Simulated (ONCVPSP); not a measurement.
**Co: generating and testing an ONCV potential**

Task: generate the file, and judge it by its errors in other configurations, its logarithmic derivatives, its ghosts and its cutoff.

The numbers are computed with ONCVPSP 4.0.1.1 (patched build) (PBE, scalar-relativistic, spin-unpolarised reference atom).

### 1 The design

The settings as typed:

```json
{
 "element": "cobalt (Co, Z = 27)",
 "type": "optimised norm-conserving Vanderbilt (ONCV)",
 "frozen core": "[Ne]",
 "valence charge": "17",
 "reference configuration": "3s2 3p6 3d7 4s2",
 "partial waves": "3s+4s: rc 1.45 bohr, ncon 3, nbas 6, qcut 7.4 1/bohr, 2 projectors; 3p: rc 0.85 bohr, ncon 4, nbas 8, qcut 10 1/bohr, 2 projectors, debl 1.1 Ha; 3d: rc 1.45 bohr, ncon 3, nbas 8, qcut 8.5 1/bohr, 2 projectors, debl 3.2 Ha",
 "local potential": "polynomial inside 0.75 bohr (lpopt 5, dvloc0 0 Ha)",
 "core correction": "Teter function, fcfact 3.75, rcfact 1.7"
}
```

The outer shells as boxes (Hund's rule for the drawing; the calculation is spin-unpolarised):

```
[Ne] core
3s [↑↓]
3p [↑↓][↑↓][↑↓]
3d [↑↓][↑↓][↑ ][↑ ][↑ ]
4s [↑↓]
```

The nodes and maxima of the atom's own shells, from an earlier all-electron run, set the scale for the radii.

All-electron outer shells of the reference configuration (PBE, scalar-relativistic, ld1.x):

| shell | level (eV) | outermost node (bohr) | outermost maximum (bohr) |
| --- | --- | --- | --- |
| 2p | -769.94 | – | 0.17 |
| 3s | -102.40 | 0.31 | 0.66 |
| 3p | -65.64 | 0.28 | 0.68 |
| 3d | -8.20 | – | 0.66 |
| 4s | -5.47 | 0.96 | 2.32 |
| 4p | -1.28 | 1.05 | 3.25 |

### 2 The generation run

The input, Co.dat:

```
# ATOM AND REFERENCE CONFIGURATION
# atsym  z   nc   nv     iexc    psfile
  Co 27.00    3    4        4      upf
#
#   n    l    f
    1    0    2.00
    2    0    2.00
    2    1    6.00
    3    0    2.00
    3    1    6.00
    3    2    7.00
    4    0    2.00
#
# PSEUDOPOTENTIAL AND OPTIMIZATION
# lmax
    2
#
#   l,   rc,      ep,       ncon, nbas, qcut
    0    1.45    0.00    3    6    7.40
    1    0.85    0.00    4    8   10.00
    2    1.45    0.00    3    8    8.50
#
# LOCAL POTENTIAL
# lloc, lpopt,  rc(5),   dvloc0
    4    5    0.75    0.00
#
# VANDERBILT-KLEINMAN-BYLANDER PROJECTORs
# l, nproj, debl
    0    2    3.80
    1    2    1.10
    2    2    3.20
#
# MODEL CORE CHARGE
# icmod, fcfact, rcfact
    3    3.75    1.70
#
# LOG DERIVATIVE ANALYSIS
# epsh1, epsh2, depsh
   -5.00    5.00    0.04
#
# OUTPUT GRID
# rlmax, drl
    6.00    0.01
#
# TEST CONFIGURATIONS
# ncnf
    4
# nvcnf
#   n    l    f
    4
    3    0    2.00
    3    1    6.00
    3    2    7.00
    4    0    1.00
#
    4
    3    0    2.00
    3    1    6.00
    3    2    7.00
    4    0    0.00
#
    4
    3    0    2.00
    3    1    6.00
    3    2    6.00
    4    0    0.00
#
    4
    3    0    2.00
    3    1    6.00
    3    2    8.00
    4    0    1.00
#
```

Command:

```console
$ oncvpsp.x < Co.dat > Co.out
```

Q: Predict the outcome of this session. Wanted: cutoffs for 1 and 0.1 mHa per electron, occupied waves; bound ghosts; GHOST(+) flags; largest test error; largest phase difference near zero energy, channels read; rms error of d²Exc/dn², without and with the model core; projector energies reset by the program.

**Answer**, as computed:

| quantity | value |
| --- | --- |
| cutoffs for 1 and 0.1 mHa per electron, occupied waves | 35 Ha and 233 Ha |
| bound ghosts | none found |
| GHOST(+) flags | none at low energy |
| largest test error (AE − PS) | +40 meV, for 3s2 3p6 3d8 4s1 |
| largest phase difference near zero energy, channels read | 0.000 rad |
| rms error of d²Exc/dn², without and with the model core | 3.95 and 2.97 mHa |
| projector energies reset by the program | p: -2.412, 0.250 Ha |

What this shows: By total energies transferability is fair: the largest error is 40 meV on 1.2 eV, for 3s2 3p6 3d8 4s1. It counts as hard, with 35 Ha needed at the looser tolerance. The tighter tolerance needs 233 Ha, and converged work needs a cutoff nearer that. It is free of bound ghosts as far as tested. Near zero energy the phases of the channels with partial waves agree within 0.001 rad. These are tests on the free atom; a crystal test is still owed.
